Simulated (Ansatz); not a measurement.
# Si2H4S2 (SMILES [SiH2]1S[SiH2]S1): a rigid scan of the angle H8–Si3–S2

One table from this session's results is given with a row withheld; the runs are named, their logs left out.

Computed with Ansatz 0.2.0, Gaussian basis. Level: single points in def2-TZVPP.

Levels: PBE-D4, r2SCAN-D4, PBE0-D4, B3LYP-D4, wB97M-V, Hartree-Fock, MP2, CCSD, CCSD(T). The scan takes 94.1, 98.6, 103.1, 107.6, 112.1, 116.6, 121.1, 125.6, 130.1°.

Correlated methods freeze the cores. B3LYP uses VWN-RPA correlation.

27 further runs of the same task are left out: 27 set aside as unsound or not needed.

### The starting structure

SMILES `[SiH2]1S[SiH2]S1`, 8 atoms, charge 0, spin multiplicity 1.

Atoms are counted from 1 here; the program's logs count them from 0.

Bond lengths: Si1–S2 2.097 Å, Si1–S4 2.081 Å, Si1–H5 1.439 Å, Si1–H6 1.551 Å, S2–Si3 2.127 Å, Si3–S4 2.070 Å, Si3–H7 1.454 Å, Si3–H8 1.543 Å. Angles: S2–Si1–S4 91.0°, S2–Si1–H5 115.0°, S2–Si1–H6 111.6°, S4–Si1–H5 112.3°, S4–Si1–H6 110.4°, H5–Si1–H6 114.3°, Si1–S2–Si3 77.1°, S2–Si3–S4 90.5°, S2–Si3–H7 112.8°, S2–Si3–H8 109.5°, S4–Si3–H7 116.3°, S4–Si3–H8 110.3°, H7–Si3–H8 114.9°, Si1–S4–Si3 78.7°.

Geometry (Å):

```
Si    0.05290    1.23670   -0.36360
S     0.41840   -0.45470   -1.54870
Si   -0.06520   -1.29520    0.34450
S    -1.42870    0.22410    0.68940
H     1.14810    1.63470    0.48080
H    -0.56650    2.39190   -1.19190
H    -0.61130   -2.63860    0.24100
H     1.14440   -1.15600    1.29280
```

Set-up of the first run:

File pre/in.yaml:

```yaml
crystal:
  periodic: [false, false, false]
  atoms:
    - {symbol: Si, position_ang: [0.052900, 1.236700, -0.363600]}
    - {symbol: S, position_ang: [0.418400, -0.454700, -1.548700]}
    - {symbol: Si, position_ang: [-0.065200, -1.295200, 0.344500]}
    - {symbol: S, position_ang: [-1.428700, 0.224100, 0.689400]}
    - {symbol: H, position_ang: [1.148100, 1.634700, 0.480800]}
    - {symbol: H, position_ang: [-0.566500, 2.391900, -1.191900]}
    - {symbol: H, position_ang: [-0.611300, -2.638600, 0.241000]}
    - {symbol: H, position_ang: [1.144400, -1.156000, 1.292800]}
basis:
  gaussian: {orbitals: def2-SVP}
hamiltonian: {xc: pbe, dispersion: d4}
relax: {f_tol: 0.03, max_steps: 250}
```

No record of the launch command was kept for these runs.

Among the steps run: A first relaxation in a small basis; Relaxation at PBE0-D4; Reference energies at the minimum; H8–Si3–S2 = 94.1°; H8–Si3–S2 = 98.6°; H8–Si3–S2 = 103.1°; H8–Si3–S2 = 107.6°; H8–Si3–S2 = 112.1°; H8–Si3–S2 = 116.6°; H8–Si3–S2 = 121.1°; H8–Si3–S2 = 125.6°; H8–Si3–S2 = 130.1°.

One table of the session follows, with a row left open; its other results are not shown here.

Energies less that of the minimum at the same level (meV):

| angle (°) | PBE-D4 | PBE0-D4 | B3LYP-D4 | wB97M-V | Hartree-Fock |
| --- | --- | --- | --- | --- | --- |
| 94.1 | 211 | 220 | 228 | 225 | 268 |
| 98.6 | 117 | 122 | 127 | 124 | 149 |
| 103.1 | ? | ? | ? | ? | ? |
| 107.6 | 13 | 13 | 14 | 13 | 17 |
| 112.1 (minimum) | 0 | 0 | 0 | 0 | 0 |
| 112.1 | 0 | 0 | 0 | 0 | 0 |
| 116.6 | 12 | 13 | 12 | 13 | 15 |
| 121.1 | 48 | 52 | 51 | 52 | 60 |
| 125.6 | 107 | 115 | 115 | 116 | 134 |
| 130.1 | 190 | 203 | 203 | 205 | 237 |

Estimate the missing values for angle (°) = 103.1.

Worked estimate for «PBE-D4». A straight line through the neighbours (98.6, 117) and (107.6, 13) gives 117 + (13 − 117) × (103.1 − 98.6) / (107.6 − 98.6) = 65; a parabola fitted to 4 rows on both sides gives 52.

**Answer.** PBE-D4: 52; PBE0-D4: 53; B3LYP-D4: 56; wB97M-V: 54; Hartree-Fock: 65. In «PBE-D4» the line misses by +13 and the parabola by +0.
